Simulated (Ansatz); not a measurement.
# Ho2PbC: the cost of one run

Computed with Ansatz 0.2.0 (DFT PBE, scalar-relativistic, plane waves, PAW; 4f electrons in the core of a trivalent norm-conserving potential, unless a step's input says otherwise).

## 1. The system as given

It takes space group P6/mmm (No. 191, hexagonal). Conventional cell: a = 5.064 Å, b = 5.064 Å, c = 4.850 Å, α = 90.00°, β = 90.00°, γ = 120.00°. Around Ho (site symmetry -6m2) lie 3 Ho at 2.92 Å and 3 Pb at 2.92 Å. Around Pb (site symmetry 6/mmm) lie 2 C at 2.42 Å. Around C (site symmetry 6/mmm) lie 2 Pb at 2.42 Å.

Coordinates:

```
CELL_PARAMETERS angstrom
5.06363 0.00000 0.00000
-2.53181 4.38523 0.00000
0.00000 0.00000 4.84978
ATOMIC_POSITIONS crystal
Ho 0.33333 0.66667 0.00000
Ho 0.66667 0.33333 0.00000
Pb 0.00000 0.00000 0.00000
C 0.00000 0.00000 0.50000
```

A structure generator made this guess: random cell by space group and Wyckoff sites (P6/mmm, No. 191). The dimensions are guesses.

## 2. A first look at the guess

Input file input.yaml:

```yaml
crystal:
  lattice:
    - [5.06362501, 0.0, 0.0]
    - [-2.53181251, 4.3852279, 0.0]
    - [0.0, 0.0, 4.84977868]
  atoms:
    - { symbol: Ho, position: [0.33333333, 0.66666667, 0.0] }
    - { symbol: Ho, position: [0.66666667, 0.33333333, 0.0] }
    - { symbol: Pb, position: [0.0, 0.0, 0.0] }
    - { symbol: C, position: [0.0, 0.0, 0.5] }
basis:
  ecutwfc: 690
kpoints:
  mp_grid: { grid: [6, 6, 4] }
hamiltonian:
  xc: pbe
  pseudopotentials:
    kind: paw
    azcp: { Ho: "pseudopotentials/pbe/nc/lanthanide_3plus/Ho.nc.azcp" }
scf:
  occupations: { method: gaussian, width: 0.1 }
  lower_state_search: "off"
output:
  forces: true
  stress: true
  eigenvalues: true
```

Launch:

```console
$ ansatz run input.yaml --threads 1 --pin off --max-ram 2560MiB --backend cpu --events-out ev --progress --plain --runs-dir out
```

**Question.** How long does this run take on 1 thread of Intel Xeon at 2.50GHz (Skylake/Cascade Lake), shared host, and how much memory does it need?

About 15 s, with a peak of 0.46 GiB.
